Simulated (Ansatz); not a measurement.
AlBrGeH₄O, SMILES [OH][GeH]([AlH2])[Br], an atomisation energy

With Ansatz 0.2.0 through its Python package.

Notebook, run cell by cell (the value of a cell's last expression is shown):

In [1]:
```python
from collections import Counter

import ansatz as az


def energy_of(molecule, charge=0, unpaired=0):
    calc = molecule.calculation().basis(gaussian="def2-TZVP").functional("r2scan")
    if charge:
        calc = calc.charge(charge)
    if unpaired:
        calc = calc.spin("collinear", total=unpaired)
    return calc.run().report["free_energy_ev"]
```

In [2]:
```python
geometry = (
    az.Crystal.molecule()
    .atom("O", [0.1287, 1.4343, -1.2884])
    .atom("Ge", [-0.532, 0.4702, 0.0469])
    .atom("Al", [1.0422, -1.3029, 0.5066])
    .atom("Br", [-2.4983, -0.4583, -0.5497])
    .atom("H", [-0.5998, 2.1817, -1.4254])
    .atom("H", [-0.7109, 1.3698, 1.3088])
    .atom("H", [2.5947, -0.9363, 0.9574])
    .atom("H", [0.6677, -2.8157, 0.388])
)
```

In [3]:
```python
unpaired = {"O": 2, "Ge": 2, "Al": 1, "Br": 1, "H": 1}
counts = Counter(site.symbol for site in geometry.cartesian_sites)
atom_energy = {s: energy_of(az.Crystal.molecule().atom(s, (0, 0, 0)), 0, unpaired[s]) for s in counts}
whole = energy_of(geometry, 0, 0)
for s, e in atom_energy.items():
    print(f"{s:2s} x{counts[s]}  {e:14.5f} eV")
print(f"AlBrGeH4O: {whole:.5f} eV")
split = sum(counts[s] * e for s, e in atom_energy.items()) - whole
print(f"atomisation energy (no zero-point term): {split:.3f} eV, {split / sum(counts.values()):.3f} eV an atom")
```
```text
O  x1     -2042.44896 eV
Ge x1    -56515.41913 eV
Al x1     -6594.15027 eV
Br x1    -70044.62756 eV
H  x4       -13.60370 eV
AlBrGeH4O: -135273.57180 eV
atomisation energy (no zero-point term): 22.511 eV, 2.814 eV an atom
```

22.511 eV from the electronic energies, without the zero-point term.

Notes:
- Total energies depend on the basis set; only differences at equal settings carry meaning.
- The geometry is a force-field or estimated start, not a minimum of this method, and the basis set is short of its limit. All parts are taken at fixed geometry, without zero-point energy.
- The spin-orbit lowering of heavy atoms is left out.
- The whole script took 25 s on 1 thread of Arm Neoverse V2 (shared host), peak memory 0.33 GiB.
